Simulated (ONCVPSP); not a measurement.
**Changing the settings of an ONCV potential for Cu**

Aim: generate and test one potential in full, then change one design choice at a time and see what happens to hardness, ghosts and transferability.

The numbers are computed with ONCVPSP 4.0.1 (PBE, scalar-relativistic, spin-unpolarised reference atom).

**1. The atom and the settings**

The settings as typed:

* element: copper (Cu, Z = 29)
* type: optimised norm-conserving Vanderbilt (ONCV)
* frozen core: [Ar]
* valence charge: 11
* reference configuration: 3d10 4s1
* partial waves: 4s: rc 1.95 bohr, ncon 4, nbas 9, qcut 3.5 1/bohr, 2 projectors, debl 1.2 Ha; p scattering state at 0.12 Ha: rc 1.75 bohr, ncon 4, nbas 9, qcut 4.6 1/bohr, 2 projectors, debl 2.4 Ha; 3d: rc 1.55 bohr, ncon 4, nbas 9, qcut 10.3 1/bohr, 2 projectors, debl 2.2 Ha
* local potential: polynomial inside 1.00 bohr (lpopt 5, dvloc0 -1 Ha)
* core correction: polynomial model core, fcfact 0.4

An earlier all-electron run gives the scale for the radii.

All-electron outer shells of the reference configuration (PBE, scalar-relativistic, ld1.x):

```
shell  level (eV)  outermost node (bohr)  outermost maximum (bohr)
   3p      -72.14                   0.26                      0.62
   3d       -5.04                      –                      0.60
   4s       -4.61                   0.89                      2.27
   4p       -0.70                   0.97                      3.65
```

**2. Generation of the first potential**

Cu.dat reads:

```
# ATOM AND REFERENCE CONFIGURATION
# atsym  z   nc   nv     iexc    psfile
  Cu 29.00    5    2        4      upf
#
#   n    l    f
    1    0    2.00
    2    0    2.00
    2    1    6.00
    3    0    2.00
    3    1    6.00
    3    2   10.00
    4    0    1.00
#
# PSEUDOPOTENTIAL AND OPTIMIZATION
# lmax
    2
#
#   l,   rc,      ep,       ncon, nbas, qcut
    0    1.95    0.00    4    9    3.50
    1    1.75    0.12    4    9    4.60
    2    1.55    0.00    4    9   10.30
#
# LOCAL POTENTIAL
# lloc, lpopt,  rc(5),   dvloc0
    4    5    1.00   -1.00
#
# VANDERBILT-KLEINMAN-BYLANDER PROJECTORs
# l, nproj, debl
    0    2    1.20
    1    2    2.40
    2    2    2.20
#
# MODEL CORE CHARGE
# icmod, fcfact, rcfact
    1    0.40    0.00
#
# LOG DERIVATIVE ANALYSIS
# epsh1, epsh2, depsh
   -2.00    5.00    0.02
#
# OUTPUT GRID
# rlmax, drl
    6.00    0.01
#
# TEST CONFIGURATIONS
# ncnf
    4
# nvcnf
#   n    l    f
    2
    3    2   10.00
    4    0    0.00
#
    2
    3    2    9.00
    4    0    0.00
#
    2
    3    2    8.00
    4    0    0.00
#
    2
    3    2    7.00
    4    0    0.00
#
```

Launch:

```bash
$ oncvpsp.x < Cu.dat > Cu.out
```

What the program wrote to Cu.out (without the consistency checks and plot data):

```text
ONCVPSP  (Optimized Norm-Conservinng Vanderbilt PSeudopotential)
scalar-relativistic version 4.0.1

#   n    l    f        energy (Ha)
    1    0    2.00    -3.2527452E+02
    2    0    2.00    -3.9045224E+01
    2    1    6.00    -3.3698282E+01
    3    0    2.00    -4.2152924E+00
    3    1    6.00    -2.6512387E+00
    3    2   10.00    -1.8516466E-01
    4    0    1.00    -1.6941097E-01

Reference configufation results
  iterations    31
  all-electron total energy (Ha)   -1.65484922D+03

Begin loop to  construct optimized pseudo wave functions
and semi-local pseudopoentials for all angular momenta

   Wellstate for l =  0  n =  5
     eigenvalue =   1.0306
     asymptotic potential =   1.5306
     half-point radius =  3.6331

Calculating optimized projector #   1

 for l=   0

    Fraction of norm inside rc  0.215083
    Optimizing pswf for qcut=   3.51 a_B^-1,  ecut=   6.14 Ha
    Residual kinetic energy error=  3.08D-04 Ha

    Energy error per electron        Cutoff
         Ha          eV             Ha
         0.01000     0.27211        3.12
         0.00100     0.02721        5.18
         0.00010     0.00272       11.00
         0.00001     0.00027       51.99

Calculating optimized projector #   2

 for l=   0

    Fraction of norm inside rc  0.228902
    Optimizing pswf for qcut=   3.51 a_B^-1,  ecut=   6.14 Ha
    Residual kinetic energy error=  1.28D-03 Ha

    Energy error per electron        Cutoff
         Ha          eV             Ha
         0.01000     0.27211        4.80
         0.00100     0.02721        6.77
         0.00010     0.00272       53.32
         0.00001     0.00027       81.35

   Wellstate for l =  1  n =  4
     eigenvalue =   0.1200
     asymptotic potential =   0.6200
     half-point radius =  4.3750

   Wellstate for l =  1  n =  6
     eigenvalue =   2.5200
     asymptotic potential =   3.0200
     half-point radius =  3.9618

Calculating optimized projector #   1

 for l=   1

    Fraction of norm inside rc  0.107679
    Optimizing pswf for qcut=   4.59 a_B^-1,  ecut=  10.55 Ha
    Residual kinetic energy error=  5.29D-04 Ha

    Energy error per electron        Cutoff
         Ha          eV             Ha
         0.01000     0.27211        1.28
         0.00100     0.02721        4.50
         0.00010     0.00272       72.65
         0.00001     0.00027       90.80

Calculating optimized projector #   2

 for l=   1

    Fraction of norm inside rc  0.126582
    Optimizing pswf for qcut=   4.59 a_B^-1,  ecut=  10.55 Ha
    Residual kinetic energy error=  4.73D-02 Ha

    Energy error per electron        Cutoff
         Ha          eV             Ha
         0.01000     0.27211       46.27
         0.00100     0.02721      108.71
         0.00010     0.00272      127.68
         0.00001     0.00027      181.23

   Wellstate for l =  2  n =  5
     eigenvalue =   2.0148
     asymptotic potential =   2.5148
     half-point radius =  3.6087

Calculating optimized projector #   1

 for l=   2

    Fraction of norm inside rc  0.829067
    Optimizing pswf for qcut=  10.31 a_B^-1,  ecut=  53.14 Ha
    Residual kinetic energy error=  1.54D-05 Ha

    Energy error per electron        Cutoff
         Ha          eV             Ha
         0.01000     0.27211       36.29
         0.00100     0.02721       42.64
         0.00010     0.00272       47.90
         0.00001     0.00027      118.52

Calculating optimized projector #   2

 for l=   2

    Fraction of norm inside rc  0.104974
    Optimizing pswf for qcut=  10.31 a_B^-1,  ecut=  53.14 Ha
    Residual kinetic energy error=  1.79D-05 Ha

    Energy error per electron        Cutoff
         Ha          eV             Ha
         0.01000     0.27211       36.06
         0.00100     0.02721       43.49
         0.00010     0.00272       49.10
         0.00001     0.00027       62.07

Construct Vanderbilt / Kleinmman-Bylander projectors

B matrix Hermiticity error, ll=   0
   1   2    5.1780E-05

  Orthonormal projector coefficients  7.8307E+00  7.2424E-01

B matrix Hermiticity error, ll=   1
   1   2   -8.7861E-05

  Orthonormal projector coefficients  2.2147E+01  2.6394E+00

B matrix Hermiticity error, ll=   2
   1   2   -2.1055E-04

  Orthonormal projector coefficients -6.2314E+00 -2.6156E+00

Model core correction analysis
  based on d2Exc/dn_idn_j

d2excae - all-electron derivatives

   -2.398819D-02   -3.319825D-03
   -3.859118D-03   -3.643441D-03

d2excps - pseudofunction derivatives with no core correction

   -3.707450D-02   -3.695934D-03
   -4.395404D-03   -4.092509D-03

rms 2nd derivative error    6.555193E-03

Polynomial model core charge

d2excps - pseudofunction derivatives with core correction

   -2.738895D-02   -3.268191D-03
   -3.807397D-03   -3.628068D-03

rms 2nd derivative error    1.700788E-03

Pseudoatom total energy  -47.224321

Diagnostic tests using Vanderbilt-Kleinman-Bylander pseudopotentials
  1 or more projectors used as specified by nproj input data

   l    rcore       rmatch      e in        delta e   norm test  slope test

   0   1.9599387   2.0194467  -0.1694110  -0.0000003   1.0000184   1.0000105
   0   1.9599387   2.0194467   1.0305890   0.0000029   1.0001183   1.0001183

   1   1.7598629   1.8132961   0.1200000   0.0000050   1.0000793   1.0000793
   1   1.7598629   1.8132961   2.5200000   0.0000125   1.0003838   1.0003838

   2   1.5521055   1.5992308  -0.1851647  -0.0000021   1.0001209   1.0001276
   2   1.5521055   1.5992308   2.0148353   0.0000392   1.0001681   1.0001681

 Testing for bound ghosts
   n   l    E NL Schr. Eq   E Basis Diag.   E Cutoff

       0                       -2.364316     90.18  WARNING - GHOST(-)
   1   0       -0.169411       -0.153058     90.18

   2   1       -0.025621        0.079810    126.50

   3   2       -0.185167       -0.182956    184.10

 Testing for highly-localized positive-energy ghosts
       l    <radius>/rc     E Basis Diag.   E Cutoff

       1        0.395495        3.084308    126.50  WARNING - GHOST(+)

Test configuration 0

   n   l     f        eae           eps        diff
   1   0  2.0000 -325.27451999
   2   0  2.0000  -39.04522397
   2   1  6.0000  -33.69828223
   3   0  2.0000   -4.21529237
   3   1  6.0000   -2.65123870
   3   2 10.0000   -0.18516466   -0.18516676   -2.10D-06
   4   0  1.0000   -0.16941097   -0.16941128   -3.14D-07

    Total energies and differences
      AE_ref= -1.65484922D+03  AE_tst= -1.65484922D+03  dif=  0.00D+00
      PS_ref= -4.72243212D+01  PS_tst= -4.72243212D+01  dif= -3.27D-13
      PSP excitation error=  3.27D-13

Test configuration 1

   n   l     f        eae           eps        diff
   1   0  2.0000 -325.59186900
   2   0  2.0000  -39.35290449
   2   1  6.0000  -34.00678728
   3   0  2.0000   -4.53200588
   3   1  6.0000   -2.96913099
   3   2 10.0000   -0.50194273   -0.50148033    4.62D-04

    Total energies and differences
      AE_ref= -1.65484922D+03  AE_tst= -1.65454971D+03  dif=  3.00D-01
      PS_ref= -4.72243212D+01  PS_tst= -4.69245618D+01  dif=  3.00D-01
      PSP excitation error= -2.46D-04

Test configuration 2

   n   l     f        eae           eps        diff
   1   0  2.0000 -326.21755518
   2   0  2.0000  -39.99094519
   2   1  6.0000  -34.64342349
   3   0  2.0000   -5.15541721
   3   1  6.0000   -3.58743895
   3   2  9.0000   -1.08881248   -1.09134149   -2.53D-03

    Total energies and differences
      AE_ref= -1.65484922D+03  AE_tst= -1.65376575D+03  dif=  1.08D+00
      PS_ref= -4.72243212D+01  PS_tst= -4.61398275D+01  dif=  1.08D+00
      PSP excitation error= -1.03D-03

Test configuration 3

psatom: WARNING lschvkbb convergence error n,l,iter=   3   2   3
ea(ii),et,emin,emax -1.851668E-01 -2.036834E-01 -2.036834E-01 -2.036834E-01
run_config: WARNING for fully non-local PS atom, stg. 1
 WARNING no output for configuration 4

Test configuration 4

psatom: WARNING lschvkbb convergence error n,l,iter=   3   2   3
ea(ii),et,emin,emax -1.851668E-01 -2.036834E-01 -2.036834E-01 -2.036834E-01
run_config: WARNING for fully non-local PS atom, stg. 1
 WARNING no output for configuration 5
```

Run time: 3.9 s. Hardware: 1 thread, shared host.

All-electron and pseudo partial waves u(r) = r·R(r), from the program's wave files:

```csv
r (bohr),4s AE,4s PS,3d AE,3d PS
0.098,0.0829,0.0056,0.0989,0.0107
0.195,0.1329,0.0129,0.3699,0.0775
0.292,-0.0203,0.0231,0.6408,0.2291
0.390,-0.1718,0.0373,0.8328,0.4563
0.488,-0.2454,0.0559,0.9370,0.7103
0.585,-0.2431,0.0791,0.9713,0.9282
0.682,-0.1892,0.1076,0.9601,1.0657
0.780,-0.1055,0.1421,0.9219,1.1049
0.878,-0.0098,0.1816,0.8699,1.0579
0.975,0.0862,0.2244,0.8129,0.9597
1.072,0.1771,0.2695,0.7550,0.8462
1.170,0.2607,0.3163,0.6983,0.7422
1.268,0.3345,0.3635,0.6447,0.6598
1.365,0.3976,0.4099,0.5953,0.5983
1.463,0.4516,0.4550,0.5492,0.5493
1.560,0.4960,0.4961,0.5073,0.5072
1.658,0.5326,0.5321,0.4685,0.4684
1.755,0.5613,0.5611,0.4334,0.4333
1.852,0.5835,0.5835,0.4013,0.4012
1.950,0.6000,0.5999,0.3716,0.3716
2.047,0.6111,0.6111,0.3447,0.3447
2.145,0.6178,0.6178,0.3198,0.3198
2.242,0.6206,0.6206,0.2972,0.2971
2.340,0.6200,0.6200,0.2761,0.2761
2.438,0.6164,0.6164,0.2568,0.2568
2.535,0.6104,0.6104,0.2391,0.2391
```

Densities times 4π (e/bohr³); a dash where the program caps the true core:

```csv
r (bohr),pseudo valence,true core,model core
0.098,0.1222,–,23.58
0.292,6.163,–,22.88
0.488,21.19,49.44,19.85
0.682,24.44,26.7,14.4
0.878,14.56,10.5,8.195
1.072,6.295,3.679,3.553
1.268,2.79,1.225,1.225
1.463,1.506,0.4074,0.4074
1.658,0.9015,0.1366,0.1366
1.852,0.5687,0.04643,0.04643
2.047,0.3726,0.01592,0.01592
2.242,0.2523,0.005525,0.005525
2.438,0.1749,0.00193,0.00193
```

**3. The configuration tests of the same run**

2 tests gave no usable energy difference (3d8 4s0; 3d7 4s0).

The tests as a table, with energies relative to 3d10 4s1.

```tsv
valence configuration	charge	ΔE all-electron (eV)	error AE − PS (meV)
3d10 4s0	+1	8.150	-6.7
3d9 4s0	+2	29.483	-28
```

**4. Logarithmic derivatives**

Taken from the files of the generation run. The phase is arctan(r·R′/R) of the radial function R, unwrapped, with energies in Ha. A pole is an energy at which the radial function vanishes at the test radius. The pseudo phase is shifted by a multiple of π to meet the all-electron one at the reference energy. Levels narrower than the energy grid can be missing from the poles. The last column is the largest difference on the grid between −0.5 and +0.5 Ha.

```tsv
channel	radius (bohr)	reference (Ha)	poles AE	poles PS	window around the reference with phases within 0.05 rad (Ha)	largest difference near zero (rad)
s	1.98	-0.17	2.02	2.02	below 3.8	0.000
p	1.78	0.12	3.87	3.05, 4.30	-1.8 to 3.0	0.005
d	1.57	-0.19	0.23	0.23	the whole range	0.000
```

Phases (rad) along the scan:

```csv
E (Ha),p AE,p PS,d AE,d PS
-1.98,1.276,1.216,1.125,1.125
-1.62,1.209,1.172,1.049,1.049
-1.26,1.136,1.111,0.917,0.917
-0.90,1.039,1.024,0.627,0.628
-0.54,0.894,0.886,-0.193,-0.192
-0.18,0.653,0.651,-1.166,-1.166
0.18,0.238,0.238,-1.542,-1.542
0.54,-0.329,-0.335,-1.730,-1.730
0.90,-0.792,-0.801,-1.875,-1.875
1.26,-1.066,-1.074,-2.030,-2.030
1.62,-1.227,-1.232,-2.241,-2.241
1.98,-1.330,-1.332,-2.581,-2.581
2.34,-1.401,-1.401,-3.107,-3.107
2.70,-1.454,-1.455,-3.656,-3.656
3.06,-1.496,-1.590,-4.019,-4.018
3.42,-1.532,-4.646,-4.230,-4.229
3.78,-1.563,-4.678,-4.360,-4.359
4.14,-1.593,-4.702,-4.448,-4.446
4.50,-1.621,-4.724,-4.511,-4.508
4.86,-1.651,-4.744,-4.559,-4.556
```

**5. Plane-wave cutoff and ghosts**

From the same output: the cutoffs (Ha) at which the residual kinetic energy of the hardest occupied pseudo-wave falls to 1 and 0.1 mHa per electron are 43 Ha and 48 Ha.

The program's own ghost test: GHOST(-) flagged for s at -64.3 eV; GHOST(+) flagged for p at 83.9 eV.

Cutoff (Ha) at which the first wave of each channel reaches a given error (Ha per electron):

```csv
error,s,p,d
1.0e-02,3.1,1.3,36.3
3.2e-03,4.2,1.9,39.7
1.0e-03,5.2,4.5,42.6
3.2e-04,6.1,21.1,45.5
1.0e-04,11.0,72.7,47.9
3.2e-05,28.8,84.5,50.7
1.0e-05,52.0,90.8,118.5
```

[end of part 1 of 2]
